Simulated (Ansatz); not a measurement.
# SnH2ClO2 (SMILES [OH][Sn]([OH])[Cl]): UMP2/def2-SVP (core potential)

What is the vertical doublet–quartet gap of SnH2ClO2 at UMP2/def2-SVP (core potential)? 

Program for the calculation: Ansatz 0.2.0.

63 further runs of the same task are left out: 63 set aside as unsound or not needed.

## 1. The system as given

SnH2ClO2: 6 atoms, total charge 0, spin state doublet. SMILES: `[OH][Sn]([OH])[Cl]`. The coordinates come from a PBE0-D4/def2-TZVP relaxation. This is one conformer, not always the lowest.

Bond lengths: O1–Sn2 1.969 Å, Sn2–O3 1.960 Å, Sn2–Cl4 2.349 Å, O1–H5 0.962 Å, O3–H6 0.964 Å. Angles: O1–Sn2–O3 101.9°, O1–Sn2–Cl4 109.1°, O3–Sn2–Cl4 108.0°, Sn2–O1–H5 114.3°, Sn2–O3–H6 110.7°.

## 2. A single-point energy at UMP2/def2-SVP (core potential)

Contents of job.yaml:

```yaml
crystal:
  periodic: [false, false, false]
  atoms:
    - {symbol: O, position_ang: [-0.447400, 1.400500, -0.158300]}
    - {symbol: Sn, position_ang: [0.371800, -0.318200, -0.659700]}
    - {symbol: O, position_ang: [1.256500, -0.847900, 1.007700]}
    - {symbol: Cl, position_ang: [-1.328200, -1.877100, -1.106600]}
    - {symbol: H, position_ang: [-1.182700, 1.666400, -0.718500]}
    - {symbol: H, position_ang: [1.372100, -0.087800, 1.589200]}
basis:
  gaussian: {orbitals: def2-SVP}
magnetization: {spin_polarized: true, initial_magnetization: 1}
correlation: {method: mp2, frozen_orbitals: {Cl: 5, H: 0, O: 1, Sn: 4}}
accuracy: high
```

Started as:

```
$ ansatz run job.yaml --threads 1 --pin off --max-ram 3480MiB --events-out events.jsonl --progress --plain --runs-dir runs
```

The program printed:

```text
Warning: RAYON_NUM_THREADS=1 ignored (pool sized by the plan → 1); use --threads N
Functional definition: HF
  name "HF"
  exchange = exact_x
  correlation = 0
1801 factors; integrals over basis functions are off by at most 3.3e-9 eV
mean field evaluation 1: about -22403.9105 eV, gradient 3.4e1 eV
mean field evaluation 2: about -22404.0264 eV, gradient 3.4e1 eV
mean field evaluation 4: about -22408.9602 eV, gradient 2.4e0 eV
mean field evaluation 8: about -22409.0676 eV, gradient 3.3e-1 eV
mean field evaluation 16: about -22409.0708 eV, gradient 2.9e-6 eV
mean field -22409.07080992 eV, -823.5181628509 hartree, gradient 9.4e-8 eV, S^2 0.762504; 0 other end points of the search recorded, 0 dependent functions left out
11 core orbitals not correlated: weight in the atoms' cores, before any rotation towards them, 1.000 or more for the frozen orbitals, at most 0.000 for the correlated occupied ones
reference -22409.07080992 eV, -823.5181628509 hartree; 18, 17 occupied and 53, 54 virtual orbitals, 1801 factors
second order -16.40666075 eV of doubles, -0.00000000 eV of singles
Total energy: -22425.47747067 eV, -824.1210965126 hartree
```

Run time: 4.2 s. Hardware: 1 thread of Arm Neoverse V2, shared host; peak memory 0.3 GiB.

## 3. The quartet

Contents of input.yaml:

```yaml
basis:
  gaussian:
    orbitals: def2-SVP
crystal:
  periodic: [false, false, false]
  atoms:
    - {symbol: O, position_ang: [-0.447400, 1.400500, -0.158300]}
    - {symbol: Sn, position_ang: [0.371800, -0.318200, -0.659700]}
    - {symbol: O, position_ang: [1.256500, -0.847900, 1.007700]}
    - {symbol: Cl, position_ang: [-1.328200, -1.877100, -1.106600]}
    - {symbol: H, position_ang: [-1.182700, 1.666400, -0.718500]}
    - {symbol: H, position_ang: [1.372100, -0.087800, 1.589200]}
magnetization:
  spin_polarized: true
  initial_magnetization: 3
accuracy: high
correlation:
  method: mp2
  frozen_orbitals: {Cl: 5, H: 0, O: 1, Sn: 4}
```

Started as:

```
$ ansatz run input.yaml --threads 1 --pin off --max-ram 3480MiB --events-out events.jsonl --progress --plain --runs-dir runs
```

The program printed, shortened:

```text
Warning: RAYON_NUM_THREADS=1 ignored (pool sized by the plan → 1); use --threads N
[... 2 set-up lines as earlier in the session ...]
[...]
1801 factors; integrals over basis functions are off by at most 3.3e-9 eV
[...]
mean field -22402.83025356 eV, -823.2888266346 hartree, gradient 2.3e-8 eV, S^2 3.764315; 23 other end points of the search recorded, 0 dependent functions left out
11 core orbitals not correlated: weight in the atoms' cores, before any rotation towards them, 1.000 or more for the frozen orbitals, at most 0.000 for the correlated occupied ones
reference -22402.83025356 eV, -823.2888266346 hartree; 19, 16 occupied and 52, 55 virtual orbitals, 1801 factors
second order -15.22257512 eV of doubles, -0.00000000 eV of singles
Total energy: -22418.05282868 eV, -823.8482459522 hartree
```

Run time: 36 s. Hardware: 1 thread of Arm Neoverse V2, shared host; peak memory 0.47 GiB.

## 4. Summary of results

Level: UMP2/def2-SVP (core potential), 11 core orbitals frozen.

| quantity | value |
| --- | --- |
| doublet: total energy | -824.12110 Eh |
| doublet: correlation energy (11 core orbitals frozen) | -602.9 mEh |
| doublet: ⟨S²⟩ of the reference determinant | 0.763 |
| quartet: total energy | -823.84825 Eh |
| quartet: correlation energy (11 core orbitals frozen) | -559.4 mEh |
| quartet: ⟨S²⟩ of the reference determinant | 3.764 |
| vertical energy of the quartet above the doublet | 7.425 eV |

What this shows: At this shape the quartet lies 7.42 eV (716 kJ/mol) above the doublet.
